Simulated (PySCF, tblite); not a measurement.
# C6H10O3: Lewis adducts, part 3 of 3

tblite 0.8.0 and PySCF 2.14.0. Atoms count from 0.

## (15) Single point (C6H10FO3−): wB97X-D3(BJ)/ma-def2-SVP

Geometry: PBE0-D3(BJ)/ma-def2-SVP.

The job: settings as JSON, then the geometry in Å.

```
{"job": {"kind": "sp", "xc": "wB97X", "basis": "ma-def2-SVP", "d3": "d3bj", "grid": 2}, "charge": -1, "multiplicity": 1}
C     -4.203977    -0.210685     0.014662
C     -2.921151    -0.029747     0.346248
C     -1.876426     0.590671    -0.532070
O     -0.683458    -0.132145    -0.533411
C      0.278203     0.339091     0.402811
O      0.381659     1.560988     0.595181
O      1.418322    -0.403207     0.036363
C      2.564292    -0.049870     0.749205
C      3.737580    -0.822778     0.185745
H     -4.924891    -0.641568     0.716365
H     -4.583686     0.069415    -0.975718
H     -2.545334    -0.329268     1.331795
H     -2.245114     0.655763    -1.572255
H     -1.663371     1.619018    -0.177370
H      2.431828    -0.279102     1.825213
H      2.735114     1.040142     0.674925
H      3.569588    -1.908188     0.270224
H      3.883549    -0.586680    -0.880287
H      4.664480    -0.571742     0.727769
F     -0.161630    -0.370459     1.686556
```

The log of the run:

```text
coarse grid: 17064 points
cycle   1  E = -559.5918489624  dE =  1.518e+00  |g| = 1.195e+00  |ddm| = 4.987e+00
cycle   2  E = -559.6002924585  dE = -8.443e-03  |g| = 1.281e+00  |ddm| = 2.701e+00
cycle   3  E = -559.8752948424  dE = -2.750e-01  |g| = 8.335e-02  |ddm| = 1.369e+00
cycle   4  E = -559.8761259936  dE = -8.312e-04  |g| = 6.490e-02  |ddm| = 1.951e-01
cycle   5  E = -559.8769118159  dE = -7.858e-04  |g| = 8.417e-03  |ddm| = 7.346e-02
cycle   6  E = -559.8769328534  dE = -2.104e-05  |g| = 2.650e-03  |ddm| = 2.411e-02
cycle   7  E = -559.8769350210  dE = -2.168e-06  |g| = 8.310e-04  |ddm| = 6.921e-03
final grid: 166200 points
cycle   8  E = -559.9790258632  dE = -4.088e-05  |g| = 9.714e-03  |ddm| = 5.327e-02
cycle   9  E = -559.9790219499  dE =  3.913e-06  |g| = 1.114e-02  |ddm| = 1.809e-02
cycle  10  E = -559.9790427977  dE = -2.085e-05  |g| = 5.551e-04  |ddm| = 1.007e-02
cycle  11  E = -559.9790428445  dE = -4.681e-08  |g| = 3.154e-04  |ddm| = 9.656e-04
cycle  12  E = -559.9790428632  dE = -1.867e-08  |g| = 4.785e-05  |ddm| = 4.754e-04
cycle  13  E = -559.9790428638  dE = -6.510e-10  |g| = 1.656e-05  |ddm| = 1.443e-04
converged SCF energy = -559.9790428638
```

Run time: 18 s. Hardware: 1 thread of Intel Xeon Platinum 8559C, shared host; peak memory 1.1 GiB.

## (16) Single point (C₆H₁₀FO₃−): wB97X-D3(BJ)/ma-def2-SVP in ethanol

Geometry: PBE0-D3(BJ)/ma-def2-SVP.

Settings changed since step 15:

```diff
@@ -1,2 +1,2 @@
-{"job": {"kind": "sp", "xc": "wB97X", "basis": "ma-def2-SVP", "d3": "d3bj", "grid": 2}, "charge": -1, "multiplicity": 1}
+{"job": {"kind": "sp", "xc": "wB97X", "basis": "ma-def2-SVP", "d3": "d3bj", "grid": 2, "solvent": "ethanol"}, "charge": -1, "multiplicity": 1}
 C     -4.203977    -0.210685     0.014662
```

The log of the run:

```text
final grid: 166200 points
cycle   1  E = -560.0740495314  dE = -4.964e-03  |g| = 4.030e-02  |ddm| = 6.591e-01
cycle   2  E = -560.0745616117  dE = -5.121e-04  |g| = 2.701e-02  |ddm| = 1.790e-01
cycle   3  E = -560.0747486515  dE = -1.870e-04  |g| = 8.028e-03  |ddm| = 4.235e-02
cycle   4  E = -560.0747823234  dE = -3.367e-05  |g| = 3.324e-03  |ddm| = 3.667e-02
cycle   5  E = -560.0747860831  dE = -3.760e-06  |g| = 9.152e-04  |ddm| = 9.446e-03
cycle   6  E = -560.0747864191  dE = -3.360e-07  |g| = 4.454e-04  |ddm| = 2.514e-03
cycle   7  E = -560.0747864929  dE = -7.377e-08  |g| = 1.064e-04  |ddm| = 1.296e-03
cycle   8  E = -560.0747865005  dE = -7.619e-09  |g| = 3.798e-05  |ddm| = 5.228e-04
converged SCF energy = -560.0747865005
```

It took 18 s on 1 thread of Intel Xeon Platinum 8559C, shared host; peak memory 1.4 GiB.

## (17) Single point (F−): wB97X-D3(BJ)/ma-def2-SVP in ethanol

Geometry: atom.

The job: settings as JSON, then the geometry in Å.

```
{"job": {"kind": "sp", "xc": "wB97X", "basis": "ma-def2-SVP", "d3": "d3bj", "grid": 2, "solvent": "ethanol"}, "charge": -1, "multiplicity": 1}
F      0.000000     0.000000     0.000000
```

The log of the run:

```text
final grid: 11608 points
cycle   1  E = -99.9223028210  dE = -2.153e-04  |g| = 1.951e-02  |ddm| = 4.703e-02
cycle   2  E = -99.9222836681  dE =  1.915e-05  |g| = 2.128e-02  |ddm| = 1.777e-02
cycle   3  E = -99.9223555736  dE = -7.191e-05  |g| = 1.664e-03  |ddm| = 1.087e-02
cycle   4  E = -99.9223559648  dE = -3.912e-07  |g| = 1.916e-05  |ddm| = 8.663e-04
cycle   5  E = -99.9223559650  dE = -1.609e-10  |g| = 1.401e-07  |ddm| = 3.266e-05
converged SCF energy = -99.9223559650
```

Wall time 0.06 s (1 thread of Intel Xeon Platinum 8559C, shared host).

## (18) Lewis adducts: wB97X-D3(BJ)/ma-def2-SVP

This step combines the energies above: geometries from PBE0-D3(BJ)/ma-def2-SVP, zero-point and thermal terms from GFN2-xTB.

The job: settings as JSON, then the geometry in Å.

```
{"job": {"kind": "la", "atoms": [4], "partners": ["H-", "F-"], "geom": {"xc": "PBE0", "basis": "ma-def2-SVP", "d3": "d3bj", "grid": 1}, "level": {"xc": "wB97X", "basis": "ma-def2-SVP", "d3": "d3bj", "solvents": ["ethanol"]}}, "charge": 0, "multiplicity": 1}
C     -3.456403     0.159416     1.092869
C     -2.832553    -0.545447     0.148436
C     -2.032698     0.067446    -0.955506
O     -0.677897    -0.389551    -0.930947
C      0.160006     0.291406    -0.154017
O     -0.099483     1.297435     0.455768
O      1.338310    -0.315414    -0.173183
C      2.371140     0.302290     0.595516
C      3.618474    -0.530274     0.453742
H     -4.048551    -0.328881     1.871175
H     -3.393863     1.251511     1.122573
H     -2.891787    -1.640194     0.147019
H     -2.411658    -0.252916    -1.936827
H     -2.054530     1.165345    -0.898321
H      2.040956     0.373588     1.644077
H      2.520755     1.331082     0.230697
H      3.455752    -1.552886     0.823569
H      3.937128    -0.589239    -0.596988
H      4.433989    -0.077956     1.036847
```

Output (the driver's rows laid out field by field):

```text
Lewis adducts, wB97X-D3(BJ)/ma-def2-SVP // PBE0-D3(BJ)/ma-def2-SVP

row 1
  formula                 C6H11O3
  charge                  -1
  multiplicity            1
  smiles                  C=CCO[C@H]([O-])OCC
  kept                    yes
  pieces                  1
  point_group             C1
  partner                 H-
  start_atom              4
  bound_to                4 C 1.118
  nearest                 4 C 1.118
  parent_bonds_kept       yes
  electronic              176.81
  enthalpy                163.72
  free_energy             130.23
  solution                ethanol 57.41
  partner_charge          0.058

row 2
  formula                 C6H10FO3
  charge                  -1
  multiplicity            1
  smiles                  C=CCO[C@@]([O-])(F)OCC
  kept                    yes
  pieces                  1
  point_group             C1
  partner                 F-
  start_atom              4
  bound_to                4 C 1.531
  nearest                 4 C 1.531
  parent_bonds_kept       yes
  electronic              90.1
  enthalpy                93.07
  free_energy             54.84
  solution                ethanol -45.2
  partner_charge          -0.506
```

Wall time 8.5 min (1 thread of Intel Xeon Platinum 8559C, shared host).

Some single points behind these values are not shown above.

Energy given off on binding (kJ/mol, gas phase, 298 K for the thermal columns):

| partner | nearest atom | electronic | enthalpy | free energy |
| --- | --- | --- | --- | --- |
| H- | C4, 1.12 Å | 176.8 | 163.7 | 130.2 |
| F- | C4, 1.53 Å | 90.1 | 93.1 | 54.8 |

Enthalpies in a continuum (kJ/mol, same sign): ethanol: H- 57.4, F- -45.2.

## (19) Single point (C6H10O3): wB97X-D3(BJ)/STO-3G

Geometry: PBE0-D3(BJ)/ma-def2-SVP.

Settings changed since step 18:

```diff
@@ -1,2 +1,2 @@
-{"job": {"kind": "la", "atoms": [4], "partners": ["H-", "F-"], "geom": {"xc": "PBE0", "basis": "ma-def2-SVP", "d3": "d3bj", "grid": 1}, "level": {"xc": "wB97X", "basis": "ma-def2-SVP", "d3": "d3bj", "solvents": ["ethanol"]}}, "charge": 0, "multiplicity": 1}
+{"job": {"kind": "sp", "xc": "wB97X", "basis": "STO-3G", "d3": "d3bj", "grid": 2}, "charge": 0, "multiplicity": 1}
 C     -3.456403     0.159416     1.092869
```

The log of the run:

```text
coarse grid: 15976 points
cycle   1  E = -454.3268460430  dE =  2.026e+00  |g| = 8.753e-01  |ddm| = 5.620e+00
cycle   2  E = -454.4219902590  dE = -9.514e-02  |g| = 8.011e-01  |ddm| = 1.915e+00
cycle   3  E = -454.5718684524  dE = -1.499e-01  |g| = 1.709e-01  |ddm| = 9.531e-01
cycle   4  E = -454.5799008855  dE = -8.032e-03  |g| = 3.336e-02  |ddm| = 2.310e-01
cycle   5  E = -454.5802703126  dE = -3.694e-04  |g| = 3.773e-03  |ddm| = 5.252e-02
cycle   6  E = -454.5802768746  dE = -6.562e-06  |g| = 2.363e-03  |ddm| = 9.249e-03
final grid: 154592 points
cycle   7  E = -454.5504447001  dE = -9.440e-06  |g| = 3.347e-03  |ddm| = 1.108e-02
cycle   8  E = -454.5504459936  dE = -1.293e-06  |g| = 2.676e-03  |ddm| = 6.719e-03
cycle   9  E = -454.5504479503  dE = -1.957e-06  |g| = 3.127e-04  |ddm| = 3.091e-03
cycle  10  E = -454.5504479796  dE = -2.926e-08  |g| = 9.836e-05  |ddm| = 4.423e-04
cycle  11  E = -454.5504479832  dE = -3.651e-09  |g| = 4.560e-05  |ddm| = 2.302e-04
converged SCF energy = -454.5504479832
```

Run time: 2.7 s. Hardware: 1 thread of Intel Xeon Platinum 8559C, shared host; peak memory 0.48 GiB.

A normal end doesn't make this result sound: the basis STO-3G is minimal.

## (20) Single point (C6H11O3−): wB97X-D3(BJ)/STO-3G

Geometry: PBE0-D3(BJ)/ma-def2-SVP.

The job: settings as JSON, then the geometry in Å.

```
{"job": {"kind": "sp", "xc": "wB97X", "basis": "STO-3G", "d3": "d3bj", "grid": 2}, "charge": -1, "multiplicity": 1}
C     -3.329916     0.325595    -1.013796
C     -2.604567     0.145045     0.096303
C     -1.139078     0.391301     0.246604
O     -0.508274    -0.715312     0.789015
C      0.420851    -0.428969     1.970621
O      0.345970     0.756422     2.402726
O      1.733783    -0.866113     1.490296
C      2.356965     0.017061     0.611336
C      2.315947    -0.479683    -0.827700
H     -4.407979     0.138818    -1.037319
H     -2.863780     0.665900    -1.945591
H     -3.094771    -0.221419     1.007939
H     -0.711573     0.676612    -0.742335
H     -0.973337     1.250236     0.935467
H      3.413283     0.141138     0.925936
H      1.887440     1.015535     0.698756
H      2.808099    -1.462233    -0.912432
H      1.274048    -0.601010    -1.157325
H      2.829472     0.223864    -1.507130
H      0.158923    -1.275107     2.651998
```

The log of the run:

```text
coarse grid: 16600 points
cycle   1  E = -454.7452848681  dE =  1.733e+00  |g| = 8.829e-01  |ddm| = 5.665e+00
cycle   2  E = -454.8988938004  dE = -1.536e-01  |g| = 6.998e-01  |ddm| = 2.207e+00
cycle   3  E = -455.0271884903  dE = -1.283e-01  |g| = 1.319e-01  |ddm| = 9.758e-01
cycle   4  E = -455.0323394829  dE = -5.151e-03  |g| = 3.313e-02  |ddm| = 2.203e-01
cycle   5  E = -455.0327773676  dE = -4.379e-04  |g| = 5.355e-03  |ddm| = 6.041e-02
cycle   6  E = -455.0327981463  dE = -2.078e-05  |g| = 1.768e-03  |ddm| = 1.546e-02
cycle   7  E = -455.0328012640  dE = -3.118e-06  |g| = 7.279e-04  |ddm| = 6.062e-03
final grid: 159968 points
cycle   8  E = -455.0050121336  dE = -1.141e-05  |g| = 2.477e-03  |ddm| = 1.157e-02
cycle   9  E = -455.0050137936  dE = -1.660e-06  |g| = 1.456e-03  |ddm| = 5.250e-03
cycle  10  E = -455.0050144506  dE = -6.570e-07  |g| = 2.067e-04  |ddm| = 1.962e-03
cycle  11  E = -455.0050144910  dE = -4.035e-08  |g| = 1.595e-04  |ddm| = 8.129e-04
cycle  12  E = -455.0050145029  dE = -1.190e-08  |g| = 2.232e-05  |ddm| = 3.538e-04
cycle  13  E = -455.0050145038  dE = -8.934e-10  |g| = 8.453e-06  |ddm| = 1.315e-04
converged SCF energy = -455.0050145038
```

Run time: 3.1 s. Hardware: 1 thread of Intel Xeon Platinum 8559C, shared host; peak memory 0.52 GiB.

It converged, yet the result is unsound: the basis STO-3G is minimal.

## (21) Single point (H−): wB97X-D3(BJ)/STO-3G

Geometry: atom.

The job: settings as JSON, then the geometry in Å.

```
{"job": {"kind": "sp", "xc": "wB97X", "basis": "STO-3G", "d3": "d3bj", "grid": 2}, "charge": -1, "multiplicity": 1}
H      0.000000     0.000000     0.000000
```

The log of the run:

```text
coarse grid: 624 points
cycle   1  E = -0.2040778702  dE =  1.318e-01  |g| = 0.000e+00  |ddm| = 1.014e+00
cycle   2  E = -0.2040778702  dE =  0.000e+00  |g| = 0.000e+00  |ddm| = 0.000e+00
final grid: 5376 points
cycle   3  E = -0.2040112054  dE =  0.000e+00  |g| = 0.000e+00  |ddm| = 0.000e+00
converged SCF energy = -0.2040112054
```

Run time: 0.02 s. Hardware: 1 thread of Intel Xeon Platinum 8559C, shared host.

It converged, yet the result is unsound: the basis STO-3G is minimal.

## (22) Single point (C6H10FO3−): wB97X-D3(BJ)/STO-3G

Geometry: PBE0-D3(BJ)/ma-def2-SVP.

The job: settings as JSON, then the geometry in Å.

```
{"job": {"kind": "sp", "xc": "wB97X", "basis": "STO-3G", "d3": "d3bj", "grid": 2}, "charge": -1, "multiplicity": 1}
C     -4.203977    -0.210685     0.014662
C     -2.921151    -0.029747     0.346248
C     -1.876426     0.590671    -0.532070
O     -0.683458    -0.132145    -0.533411
C      0.278203     0.339091     0.402811
O      0.381659     1.560988     0.595181
O      1.418322    -0.403207     0.036363
C      2.564292    -0.049870     0.749205
C      3.737580    -0.822778     0.185745
H     -4.924891    -0.641568     0.716365
H     -4.583686     0.069415    -0.975718
H     -2.545334    -0.329268     1.331795
H     -2.245114     0.655763    -1.572255
H     -1.663371     1.619018    -0.177370
H      2.431828    -0.279102     1.825213
H      2.735114     1.040142     0.674925
H      3.569588    -1.908188     0.270224
H      3.883549    -0.586680    -0.880287
H      4.664480    -0.571742     0.727769
F     -0.161630    -0.370459     1.686556
```

The log of the run:

```text
coarse grid: 17064 points
cycle   1  E = -552.5332868614  dE =  2.009e+00  |g| = 9.587e-01  |ddm| = 5.722e+00
cycle   2  E = -552.7434875206  dE = -2.102e-01  |g| = 6.731e-01  |ddm| = 2.081e+00
cycle   3  E = -552.8560104005  dE = -1.125e-01  |g| = 1.112e-01  |ddm| = 8.396e-01
cycle   4  E = -552.8596258683  dE = -3.615e-03  |g| = 3.387e-02  |ddm| = 1.951e-01
cycle   5  E = -552.8600115614  dE = -3.857e-04  |g| = 4.844e-03  |ddm| = 5.191e-02
cycle   6  E = -552.8600222134  dE = -1.065e-05  |g| = 1.714e-03  |ddm| = 1.143e-02
cycle   7  E = -552.8600237455  dE = -1.532e-06  |g| = 4.738e-04  |ddm| = 3.721e-03
final grid: 166200 points
cycle   8  E = -552.8202263816  dE = -1.117e-05  |g| = 2.973e-03  |ddm| = 1.294e-02
cycle   9  E = -552.8202283724  dE = -1.991e-06  |g| = 1.785e-03  |ddm| = 6.515e-03
cycle  10  E = -552.8202293635  dE = -9.911e-07  |g| = 1.206e-04  |ddm| = 2.473e-03
cycle  11  E = -552.8202293760  dE = -1.256e-08  |g| = 5.491e-05  |ddm| = 4.347e-04
cycle  12  E = -552.8202293775  dE = -1.421e-09  |g| = 1.651e-05  |ddm| = 1.144e-04
converged SCF energy = -552.8202293775
```

It took 3.2 s on 1 thread of Intel Xeon Platinum 8559C, shared host; peak memory 0.53 GiB.

It converged, yet the result is unsound: the basis STO-3G is minimal.

## (23) Single point (F−): wB97X-D3(BJ)/STO-3G

Geometry: atom.

The job: settings as JSON, then the geometry in Å.

```
{"job": {"kind": "sp", "xc": "wB97X", "basis": "STO-3G", "d3": "d3bj", "grid": 2}, "charge": -1, "multiplicity": 1}
F      0.000000     0.000000     0.000000
```

The log of the run:

```text
coarse grid: 1088 points
cycle   1  E = -97.9806728589  dE =  5.386e-02  |g| = 0.000e+00  |ddm| = 6.807e-01
cycle   2  E = -97.9806728589  dE =  5.684e-14  |g| = 0.000e+00  |ddm| = 2.349e-15
final grid: 11608 points
cycle   3  E = -97.9672291643  dE = -4.263e-14  |g| = 0.000e+00  |ddm| = 1.868e-15
converged SCF energy = -97.9672291643
```

Run time: 0.04 s. Hardware: 1 thread of Intel Xeon Platinum 8559C, shared host.

A normal end doesn't make this result sound: the basis STO-3G is minimal.

## (24) Lewis adducts: wB97X-D3(BJ)/STO-3G

This step combines the energies above: geometries from PBE0-D3(BJ)/ma-def2-SVP, zero-point and thermal terms from GFN2-xTB.

The job: settings as JSON, then the geometry in Å.

```
{"job": {"kind": "la", "atoms": [4], "partners": ["H-", "F-"], "geom": {"xc": "PBE0", "basis": "ma-def2-SVP", "d3": "d3bj", "grid": 1}, "level": {"xc": "wB97X", "basis": "STO-3G", "d3": "d3bj"}}, "charge": 0, "multiplicity": 1}
C     -3.456403     0.159416     1.092869
C     -2.832553    -0.545447     0.148436
C     -2.032698     0.067446    -0.955506
O     -0.677897    -0.389551    -0.930947
C      0.160006     0.291406    -0.154017
O     -0.099483     1.297435     0.455768
O      1.338310    -0.315414    -0.173183
C      2.371140     0.302290     0.595516
C      3.618474    -0.530274     0.453742
H     -4.048551    -0.328881     1.871175
H     -3.393863     1.251511     1.122573
H     -2.891787    -1.640194     0.147019
H     -2.411658    -0.252916    -1.936827
H     -2.054530     1.165345    -0.898321
H      2.040956     0.373588     1.644077
H      2.520755     1.331082     0.230697
H      3.455752    -1.552886     0.823569
H      3.937128    -0.589239    -0.596988
H      4.433989    -0.077956     1.036847
```

Output (the driver's rows laid out field by field):

```text
Lewis adducts, wB97X-D3(BJ)/STO-3G // PBE0-D3(BJ)/ma-def2-SVP

row 1
  formula                 C6H11O3
  charge                  -1
  multiplicity            1
  smiles                  C=CCO[C@H]([O-])OCC
  kept                    yes
  pieces                  1
  point_group             C1
  partner                 H-
  start_atom              4
  bound_to                4 C 1.118
  nearest                 4 C 1.118
  parent_bonds_kept       yes
  electronic              657.83
  enthalpy                644.74
  free_energy             611.26

row 2
  formula                 C6H10FO3
  charge                  -1
  multiplicity            1
  smiles                  C=CCO[C@@]([O-])(F)OCC
  kept                    yes
  pieces                  1
  point_group             C1
  partner                 F-
  start_atom              4
  bound_to                4 C 1.531
  nearest                 4 C 1.531
  parent_bonds_kept       yes
  electronic              794.35
  enthalpy                797.31
  free_energy             759.09
```

Run time: 9.2 s. Hardware: 1 thread of Intel Xeon Platinum 8559C, shared host.

**Diagnosis.** The input is at fault (the basis is minimal or nearly so), so its values are no properties of the molecule.

## (25) Outcome

What follows sums up all 3 parts.

```
                                             quantity                               value
            strongest single infrared mode (GFN2-xTB)               1198 cm⁻¹, 751 km/mol
                         zero-point energy (GFN2-xTB)                       95.4 kcal/mol
                                          point group                                  C1
                 rotational constants (main isotopes)                4.44, 0.73, 0.69 GHz
binding enthalpy (−ΔH), H- (wB97X-D3(BJ)/ma-def2-SVP)                        163.7 kJ/mol
binding enthalpy (−ΔH), F- (wB97X-D3(BJ)/ma-def2-SVP)                         93.1 kJ/mol
                                                 runs  0 failed, 6 ended on unsound input
```

In words: No mode is imaginary among the 51: a minimum at this level. The strongest single mode, at 1198 cm⁻¹, moves mainly C4. Unscaled tight-binding wavenumbers are off by several per cent, some by more. Its intensities can rank the bands wrongly. Over 5 steps the energy fell by 0.053 eV; of the close pairs, C0–H10 changed most, 1.077 to 1.094 Å (PBE0/ma-def2-SVP). No frequency check was run at this level, so the end point may be a saddle. At wB97X-D3(BJ)/ma-def2-SVP the binding enthalpy (−ΔH) runs from 93.1 kJ/mol (F-) to 163.7 kJ/mol (H-).
